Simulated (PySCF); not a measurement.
# CuO+: bond curves at several levels of theory

An exercise on one series of results from a longer session: the logs are not shown, and one member is left open.

Program: PySCF 2.14.0. Level of theory: Cu def2-TZVPPD, O def2-TZVPPD, no relativity. These are calculated values, not measurements.

1 further run of the same task is left out (it didn't finish).

The first run:

Settings of the job:

- atoms: Cu, O
- charge: 1
- basis: Cu def2-TZVPPD, O def2-TZVPPD
- Hamiltonian: no relativity
- basis functions: 107
- electrons treated: 36
- masses in u: 62.9296, 15.9949
- levels: PBE0, PBE, r²SCAN, TPSSh, B2PLYP, M06, TPSS, r²SCAN0, ωB97M-V, HF, MP2, SCS-MP2
- grid: 80 radial by 434 angular points
- occupations: held fixed by the projection of orbital angular momentum
- dissociation limit: Cu+ + O, each in its ground configuration
- starting distance in angstrom: 1.835
- values of 2S to try: 0, 2, 4

Run with:

```console
$ OMP_NUM_THREADS=2 python dia.py task.json out
```

Steps of the session up to this table: The job; The PBE0 curve of the state that the search chose; Other states along the same grid; PBE; r²SCAN (meta-GGA); TPSSh; B2PLYP; M06 (hybrid meta-GGA); TPSS; r²SCAN0 (hybrid meta-GGA); ωB97M-V (range-separated hybrid); UHF (mean field).

One table of the session follows, with a row left open; its other results are not shown here.

Energy (eV) from each level's lowest point:

```
R (Å)    UHF  UHF-MP2  UHF-SCS-MP2    PBE   TPSS
1.562  2.057    0.675        0.949  0.485  0.511
1.634  1.386    0.360        0.552  0.162  0.176
1.707  0.916    0.177        0.306  0.023  0.028
1.762  0.658    0.094        0.185  0.000  0.000
1.816  0.462    0.042        0.103  0.024  0.020
1.871  0.315    0.013        0.050  0.082  0.073
1.943  0.178    0.000        0.011  0.191  0.178
2.034      ?        ?            ?      ?      ?
2.143  0.014    0.055        0.021  0.566  0.538
2.288  0.000    0.134        0.081  0.833  0.790
```

**Question.** Estimate the row for R (Å) = 2.034.

Worked estimate for «UHF». A straight line through the neighbours (1.943, 0.178) and (2.143, 0.014) gives 0.178 + (0.014 − 0.178) × (2.034 − 1.943) / (2.143 − 1.943) = 0.103; a parabola fitted to 4 rows on both sides gives 0.081.

The run gave: UHF: 0.073; UHF-MP2: 0.013; UHF-SCS-MP2: 0.000; PBE: 0.356; TPSS: 0.337. In «UHF» the line misses by +0.030 and the parabola by +0.008.

To keep in mind: Lowest PBE0 solution found, without spin–orbit coupling: ³Σ⁻ (triplet), unpaired electrons π ↑↑. Warnings in the runs' records: inverted.
